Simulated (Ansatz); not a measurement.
# GeH₅NS: a barrier at many levels of theory

Aim: the barrier and energy of one elementary step (S2–H4 formed, Ge1–S2 broken, N3–H4 broken) from LDA up to coupled cluster, on fixed structures, to see where each rung fails.

Computed with Ansatz 0.2.0, Gaussian basis. Level: single points in def2-TZVPP on PBE0-D4/def2-TZVP structures.

Levels: SPW92, PBE-D4, BLYP-D4, r2SCAN-D4, B97M-V, PBE0-D4, B3LYP-D4, r2SCAN0-D4, BHLYP-D4, CAM-B3LYP-D4, wB97X-V, wB97M-V, B2PLYP, PBE-QIDH, RPA on PBE, Hartree-Fock, MP2, CCSD, CCSD(T). The reference is CCSD(T) at the basis limit, from triple and quadruple zeta. Zero-point energies come from PBE0-D4 vibrations.

Correlated methods freeze the cores. Filled d shells of the heavier atoms are correlated. B3LYP uses VWN-RPA correlation. B2PLYP carries no dispersion term here.

13 further runs of the same task are left out: 13 set aside as unsound or not needed.

## Step 1: Start, saddle and end, as given

Charge 0, multiplicity 1. The folders r, ts and p hold the start, the saddle and the end; their coordinates stand in the first inputs.

| pair | r (Å) | ts (Å) | p (Å) |
| --- | --- | --- | --- |
| S2–H4 | 3.484 | 1.448 | 1.343 |
| Ge1–S2 | 2.217 | 2.663 | 2.989 |
| N3–H4 | 1.011 | 1.765 | 3.135 |

## Step 2: wB97M-V/def2-TZVPP

Contents of r/in.yaml:

```yaml
crystal:
  periodic: [false, false, false]
  atoms:
    - {symbol: Ge, position_ang: [0.196808, 0.006178, 0.648389]}
    - {symbol: S, position_ang: [2.118958, 0.131267, -0.450078]}
    - {symbol: N, position_ang: [-1.145713, 0.086466, -0.598698]}
    - {symbol: H, position_ang: [-1.201825, 0.962757, -1.098798]}
    - {symbol: H, position_ang: [0.016722, -1.334159, 1.378535]}
    - {symbol: H, position_ang: [0.272770, 1.175692, 1.652303]}
    - {symbol: H, position_ang: [1.803887, -0.872016, -1.285748]}
    - {symbol: H, position_ang: [-2.061606, -0.156085, -0.246008]}
basis:
  gaussian: {orbitals: def2-TZVPP}
hamiltonian: {xc: {name: wB97M-V}}
```

Contents of ts/in.yaml:

```yaml
crystal:
  periodic: [false, false, false]
  atoms:
    - {symbol: Ge, position_ang: [-0.238454, -0.103135, 0.929438]}
    - {symbol: S, position_ang: [1.448181, 0.465568, -1.051465]}
    - {symbol: N, position_ang: [-1.434674, -0.077996, -0.336023]}
    - {symbol: H, position_ang: [0.030229, 0.259507, -1.260057]}
    - {symbol: H, position_ang: [0.430596, -1.441236, 1.269491]}
    - {symbol: H, position_ang: [0.037015, 0.962121, 2.013762]}
    - {symbol: H, position_ang: [1.734166, -0.828111, -1.272917]}
    - {symbol: H, position_ang: [-2.007060, 0.763383, -0.292331]}
basis:
  gaussian: {orbitals: def2-TZVPP}
hamiltonian: {xc: {name: wB97M-V}}
```

Contents of p/in.yaml:

```yaml
crystal:
  periodic: [false, false, false]
  atoms:
    - {symbol: Ge, position_ang: [-0.430700, -0.135654, 0.991159]}
    - {symbol: S, position_ang: [1.671028, 0.454728, -1.051159]}
    - {symbol: N, position_ang: [-1.847487, -0.190530, 0.032633]}
    - {symbol: H, position_ang: [0.585132, 0.440086, -1.842101]}
    - {symbol: H, position_ang: [0.297462, -1.457870, 1.254129]}
    - {symbol: H, position_ang: [0.110114, 1.012655, 1.870776]}
    - {symbol: H, position_ang: [1.906736, -0.850150, -1.261326]}
    - {symbol: H, position_ang: [-2.292287, 0.726837, 0.005788]}
basis:
  gaussian: {orbitals: def2-TZVPP}
hamiltonian: {xc: {name: wB97M-V}}
```

The command line of these runs was not kept.

Further steps of the session: CCSD(T)/def2-TZVPP; MP2/def2-QZVPP; Vibrations of the start structure; Vibrations of the end structure.

Before running it: what results should come out? Wanted: barrier, CCSD(T)/CBS; reverse barrier, CCSD(T)/CBS; step energy, CCSD(T)/CBS; barrier with zero-point energy; step energy with zero-point energy; imaginary mode at the saddle; largest T1 diagnostic.

The runs gave:

| quantity | value |
| --- | --- |
| barrier, CCSD(T)/CBS | 282.4 kJ/mol |
| reverse barrier, CCSD(T)/CBS | 30.5 kJ/mol |
| step energy, CCSD(T)/CBS | +252.0 kJ/mol |
| barrier with zero-point energy | 265.2 kJ/mol |
| step energy with zero-point energy | +238.4 kJ/mol |
| imaginary mode at the saddle | 578i cm⁻¹ |
| largest T1 diagnostic | 0.017 |

**Reading.** The functionals run from B97M-V, off by -3.0 kJ/mol, to SPW92, off by -37.7 kJ/mol, against CCSD(T)/CBS. Mean unsigned error by rung: LDA 37.7, GGA 35.8, meta-GGA 7.6, hybrid 11.9, range-separated hybrid 9.5, double hybrid 8.3 kJ/mol. PBE-D4 gives a barrier 35.0 kJ/mol too low, outside chemical accuracy (1 kcal/mol, 4.2 kJ/mol). Every functional without exact exchange puts the barrier too low, the usual mark of self-interaction error, which favours the spread-out density of a saddle. The barrier rises with the share of exact exchange, from BLYP-D4 through B3LYP-D4 to BHLYP-D4 (-36.6, -9.4, +25.3 kJ/mol). Hartree-Fock, with no correlation, is off by +68.1 kJ/mol. Zero-point motion lowers the barrier by 17.2 kJ/mol.
